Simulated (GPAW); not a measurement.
A run of GPAW 26.7.0 is set up as follows.

File run.py:

```python
from ase import Atoms
from ase.eos import EquationOfState
from ase.io import Trajectory
from ase.units import GPa
from gpaw import GPAW, PW

atoms = Atoms(['Bi', 'Te'],
              cell=[[0.0, 3.235, 3.235],
                    [3.235, 0.0, 3.235],
                    [3.235, 3.235, 0.0]],
              scaled_positions=[[0.0, 0.0, 0.0],
                                [0.5, 0.5, 0.5]],
              pbc=True)

traj = Trajectory('eos.traj', 'w')
volumes, energies = [], []
for x in [0.94, 0.96, 0.98, 1.0, 1.02, 1.04, 1.06]:
    a = atoms.copy()
    a.set_cell(atoms.cell * x**(1 / 3), scale_atoms=True)
    calc = GPAW(mode=PW(600),
                xc='LDA',
                kpts={'size': (7, 7, 7), 'gamma': True},
                occupations={'name': 'fermi-dirac', 'width': 0.05},
                nbands=20,
                convergence={'density': 1e-05, 'energy': 1e-05},
                maxiter=150,
                txt=f'eos-{x:.2f}.txt')
    a.calc = calc
    energies.append(a.get_potential_energy(force_consistent=True))
    volumes.append(a.get_volume())
    p = -a.get_stress()[:3].mean() / GPa
    calc.write(f'eos-{x:.2f}.gpw')
    traj.write(a)
    print(f'{x:.2f} {volumes[-1]:10.4f} A^3 {energies[-1]:14.6f} eV {p:9.3f} GPa', flush=True)

v0, e0, B = EquationOfState(volumes, energies, eos='birchmurnaghan').fit()
print(f'V0 = {v0:.4f} A^3, E0 = {e0:.6f} eV, B0 = {B / GPa:.2f} GPa')
```

Potentials or basis: the program's PAW data sets (release 1.2.1) made for this functional, pw.

Run with:

```console
$ OMP_NUM_THREADS=1 python run.py
```

Q: Estimate the pressure derivative of the bulk modulus.

A: 4.5.

Q: Predict the equilibrium volume.

A: 31.95 Å³/atom.

Energy against volume, from the lowest point:
```csv
volume (Å³/atom),energy (meV/atom)
31.824,0.00
32.501,1.51
33.178,7.62
33.855,17.83
34.532,31.71
35.209,48.84
35.886,68.88
```

 Zero-point motion and thermal expansion aren't in these numbers.
